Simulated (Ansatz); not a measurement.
# Li4H4Rh: a short molecular-dynamics run

A trajectory of Li4H4Rh, a randomly packed cell with 9 atoms that was not relaxed first: 30 steps of 0.5 fs at constant energy, with velocities drawn for 100 K.

Program: Ansatz 0.2.0. Level of theory: DFT PBE, plane waves, PAW, scalar-relativistic, no spin polarisation. These are calculated values, not measurements.

## Step 1: The starting structure

The cell holds 9 atoms (H4Li4Rh): a = 4.794 Å, b = 4.276 Å, c = 4.659 Å, α = 91.46°, β = 100.62°, γ = 86.82°.

Structure file:

```xyz
9
Lattice="4.7782 -0.2815 -0.2684 0.4362 4.1681 -0.8468 -0.5551 0.8600 4.5452" Properties=species:S:1:pos:R:3 pbc="T T T"
Li    2.7614    4.2491    0.7160
Li    3.0635    1.1789    3.9283
Li    0.0994    0.9681    2.4675
Li    1.7261    2.9760    2.6804
H     2.9007    1.9010    0.6513
H     3.5596    3.5290    2.4669
H     1.6755    4.7840    3.3373
H     4.3575    3.0751    1.3312
Rh    0.7379    2.3666    0.2819
```

## Step 2: Molecular dynamics

input.yaml

```yaml
crystal:
  lattice:
    - [4.778174, -0.281528, -0.268421]
    - [0.436204, 4.168066, -0.846815]
    - [-0.55513, 0.860014, 4.545219]
  atoms:
    - { symbol: Li, position: [0.531694, 0.978741, 0.371271] }
    - { symbol: Li, position: [0.736874, 0.139929, 0.93386] }
    - { symbol: Li, position: [0.07606, 0.119844, 0.569703] }
    - { symbol: Li, position: [0.391274, 0.591245, 0.722974] }
    - { symbol: H, position: [0.596984, 0.442561, 0.260992] }
    - { symbol: H, position: [0.761159, 0.748078, 0.727079] }
    - { symbol: H, position: [0.370302, 0.979143, 0.938536] }
    - { symbol: H, position: [0.903399, 0.700435, 0.476717] }
    - { symbol: Rh, position: [0.124806, 0.541116, 0.170203] }
kpoints:
  mp_grid: { grid: [3, 4, 3] }
magnetization:
  spin_polarized: false
scf:
  occupations: { method: fermi_dirac, width: 0.1 }
hamiltonian:
  pseudopotentials: { kind: paw }
  xc: pbe
basis:
  ecutwfc: 420
md:
  timestep: 0.5
  n_steps: 30
  ensemble: nve
  temperature: 100.0
  initial_velocities: maxwell_boltzmann
  seed: 239580
```

On the command line:

```sh
ansatz run input.yaml --threads 2 --pin off --max-ram 2560MiB --backend cpu --events-out ev --progress --plain --runs-dir out
```

What does the calculation give? Wanted: temperature, first and last step; temperature, second half; potential energy, second half; largest change of the total energy; mean square displacement, second half.

The runs gave:

```
                             quantity                            value
                               length               30 steps of 0.5 fs
     temperature, first and last step                   100 and 1044 K
             temperature, second half  mean 1027 K, from 854 to 1149 K
        potential energy, second half     -107 meV/atom from the start
   largest change of the total energy                    0.68 meV/atom
mean square displacement, second half   H 0.254, Li 0.004, Rh 0.000 Å²
```

In words: The temperature starts at 100 K and averages 1027 K in the second half, where it ranges from 854 to 1149 K; the start was no minimum (force components up to 1.2 eV/Å), and the potential energy that it sheds (107 meV/atom) turns into motion. The total energy strays from its start by at most 0.68 meV/atom, 0.8 % of the mean kinetic energy, so a step of 0.5 fs is short enough over this time. Over the second half H atoms stand 0.5 Å (root mean square) from where they began, and the farthest move is 0.9 Å. 15 fs on 9 atoms is far too short and small for converged averages. The nuclei move classically, without zero-point motion, which matters most for hydrogen. The k-mesh is coarse.
